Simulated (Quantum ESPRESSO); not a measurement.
**PtS2 in Quantum ESPRESSO: the effect of pseudo set**

Crystal: PtS2.

```
Pt S
1.0
     3.54320    0.00000    0.00000
    -1.77160    3.06850    0.00000
     0.00000    0.00000    5.03880
Pt S
1 2
Direct
  0.00000 0.00000 0.00000
  0.33333 0.66667 0.25000
  0.66667 0.33333 0.75000
```

Alike in all runs:

* Program: Quantum ESPRESSO 7.5
* Task: phonons
* Functional: PBE
* k mesh: 4 × 4 × 2, shifted
* Occupations: fermi-dirac, width 0.05 eV
* Spin: no spin polarisation

Each run relaxes the cell or the atoms first.

```csv
pseudo set,cutoff,dielectric constant (mean)
JTH 2.0 PBE,707 eV,?
GBRV 1.5 PBE,612 eV,30.68
SSSP 1.3 efficiency PBE,748 eV,30.68
SG15 PBE 1.2,952 eV,30.04
SPMS 1.0 PBE,952 eV,30.27
PseudoDojo 0.4.1 SR PBE standard,1143 eV,30.72
PseudoDojo 0.4 SR PBE stringent,1225 eV,30.73
```

Question: What does the run with pseudo set JTH 2.0 PBE give?

Answer: Dielectric constant 31.65 mean.

Caveats: all runs use coarse meshes; the cell is more than 3 GPa from zero pressure, which shifts response properties.

The runs don't all hold the same shells in valence.
